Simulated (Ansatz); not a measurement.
**C₂H₆GeSi: small, medium and large basis sets**

The task here is to estimate one member of a computed series from the others.

Computed with Ansatz 0.2.0, Gaussian basis. Level: one geometry, several basis sets.

Plan: PBE0-D4/def2-SVP; ωB97M-V/def2-SVP; PBE0-D4/def2-QZVPP; ωB97M-V/def2-QZVPP; the functionals' def2-TZVPP values are taken from earlier runs.

## The relaxed structure

The geometry comes from an earlier relaxation with PBE0-D4 in a triple-zeta def2 set; it is a stationary point, not always the lowest conformer.

SMILES `C1=[CH][GeH2][SiH2]1`, 10 atoms, charge 0, spin multiplicity 1.

Atoms are counted from 1 here; the program's logs count them from 0.

Bond lengths: C1–C2 1.345 Å, C1–Si4 1.877 Å, C1–H5 1.089 Å, C2–Ge3 1.968 Å, C2–H6 1.089 Å, Ge3–Si4 2.380 Å, Ge3–H7 1.540 Å, Ge3–H8 1.540 Å, Si4–H9 1.489 Å, Si4–H10 1.489 Å. Angles: C2–C1–Si4 105.9°, C2–C1–H5 123.0°, Si4–C1–H5 131.1°, C1–C2–Ge3 105.3°, C1–C2–H6 123.8°, Ge3–C2–H6 131.0°, C2–Ge3–Si4 72.5°, C2–Ge3–H7 114.8°, C2–Ge3–H8 114.8°, Si4–Ge3–H7 121.0°, Si4–Ge3–H8 120.9°, H7–Ge3–H8 108.5°, C1–Si4–Ge3 76.3°, C1–Si4–H9 115.5°, C1–Si4–H10 115.4°, Ge3–Si4–H9 119.6°, Ge3–Si4–H10 119.6°, H9–Si4–H10 107.7°.

Set-up of the first run:

Input file in.yaml:

```yaml
crystal:
  periodic: [false, false, false]
  atoms:
    - {symbol: C, position_ang: [-0.848440, 0.854486, -0.471194]}
    - {symbol: C, position_ang: [-1.172930, -0.440662, -0.306367]}
    - {symbol: Ge, position_ang: [0.445849, -1.291368, 0.421505]}
    - {symbol: Si, position_ang: [0.933511, 1.015158, 0.095784]}
    - {symbol: H, position_ang: [-1.544598, 1.594587, -0.863067]}
    - {symbol: H, position_ang: [-2.150289, -0.855237, -0.548894]}
    - {symbol: H, position_ang: [1.072836, -2.368735, -0.482442]}
    - {symbol: H, position_ang: [0.288241, -1.874515, 1.837865]}
    - {symbol: H, position_ang: [1.152903, 1.895398, 1.277063]}
    - {symbol: H, position_ang: [1.905916, 1.419788, -0.957354]}
basis:
  gaussian: {orbitals: def2-SVP}
hamiltonian: {xc: pbe0, dispersion: d4}
output: {orbitals: {seedname: orbitals}}
```

Steps of the session up to this table: PBE0-D4 in def2-SVP; ωB97M-V in def2-SVP; PBE0-D4 in def2-QZVPP; ωB97M-V in def2-QZVPP.

One of the session's tables, all rows but one given; the rest of the session is left out.

```
functional       basis  HOMO (eV)
   PBE0-D4    def2-SVP      -7.63
   PBE0-D4  def2-TZVPP      -7.60
   PBE0-D4  def2-QZVPP          ?
   ωB97M-V    def2-SVP      -9.63
   ωB97M-V  def2-TZVPP      -9.63
   ωB97M-V  def2-QZVPP      -9.63
```

**Question.** Estimate the row for PBE0-D4, def2-QZVPP.

As computed: HOMO (eV): -7.61. In the column «HOMO (eV)» it lies between PBE0-D4, def2-SVP (-7.63) and PBE0-D4, def2-TZVPP (-7.60).
